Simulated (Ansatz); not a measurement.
Re3Pt, space group P-6m2, a convergence test of the k-point mesh

Computed with Ansatz's Python interface.

Notebook, run cell by cell (the value of a cell's last expression is shown):

In [1]:
```python
import warnings

import ansatz as az
import matplotlib.pyplot as plt
from pymatgen.core import Lattice, Structure
from pymatgen.io.ase import AseAtomsAdaptor
```

In [2]:
```python
XC = "pbesol"

warnings.simplefilter("ignore", az.DeckWarning)
```

In [3]:
```python
pmg_structure = Structure(
    Lattice([(2.788128, 0.0, 0.0), (-1.394064, 2.41459, 0.0), (0.0, 0.0, 9.003892)]),
    ["Re", "Re", "Re", "Pt"],
    [
        (0.0, 0.0, 0.5),
        (2 / 3, 1 / 3, 0.254098),
        (2 / 3, 1 / 3, 0.745902),
        (0.0, 0.0, 0.0),
    ],
)
xtal = az.Crystal.from_ase(AseAtomsAdaptor.get_atoms(pmg_structure))
```

In [4]:
```python
calculation = (
    xtal.calculation()
    .functional(XC)
    .pseudopotentials("paw")
    .occupations(az.OccupationsMethod.FERMI_DIRAC)
)
```

In [5]:
```python
rows = []
for value in [0.8, 0.6, 0.5, 0.4, 0.33]:
    summary = calculation.kpoints(spacing=value).run(threads=1, backend="cpu").report
    rows.append((value, summary["free_energy_ev"] / len(summary["lattice"]["sites"]), summary["n_iterations"], summary["n_kpoints"]))
```

In [6]:
```python
print("spacing (1/A)   F/atom (eV)    iterations      k-points")
for row in rows:
    print(f"{str(row[0]):>12s}  {row[1]:12.5f}  {row[2]:12d}  {row[3]:12d}")
```
```text
spacing (1/A)   F/atom (eV)    iterations      k-points
         0.8  -11148.96076             9             4
         0.6  -11148.90133             7            10
         0.5  -11148.95109             8            14
         0.4  -11148.93320             7            16
        0.33  -11148.93522             7            20
```

In [7]:
```python
# differences from the last row
for row in rows[:-1]:
    shift = 1000 * (row[1] - rows[-1][1])
    print(f"{row[0]}: {shift:+.2f} meV/atom" + ("  (within 5 meV)" if abs(shift) < 5 else ""))
plt.figure(figsize=(4.5, 3))
plt.plot([str(row[0]) for row in rows], [1000 * (row[1] - rows[-1][1]) for row in rows], "o-")
plt.xlabel("spacing (1/A)")
plt.ylabel("F - F(last) (meV/atom)")
plt.tight_layout()
plt.savefig("kconv.png", dpi=100)
```
```text
0.8: -25.54 meV/atom
0.6: +33.89 meV/atom
0.5: -15.87 meV/atom
0.4: +2.02 meV/atom  (within 5 meV)
```

From a spacing of 0.4 (7×7×2) on it stays within 5 meV an atom of the value at a spacing of 0.33 (8×8×3); the first row (a spacing of 0.8 (4×4×1)) is off by 25.5 meV and the last but one by 2.02 meV. That rests on few rows after larger swings, so the series isn't shown to be converged. This holds for F at a smearing of 0.1 eV; a narrower one needs a denser mesh. It goes up and down, since the sum over k-points isn't variational.

Reading the output:
- The run is spin-unpolarised.
- Spin-orbit coupling, which matters for elements this heavy, is left out.
- This cell is a computed structure, which may not be the phase found in nature.
- Shifts are counted from the finest mesh, which is itself no proven limit.
- It ran for 14 s on 1 thread of Arm Neoverse V1, on a shared host, peak memory 0.46 GiB.
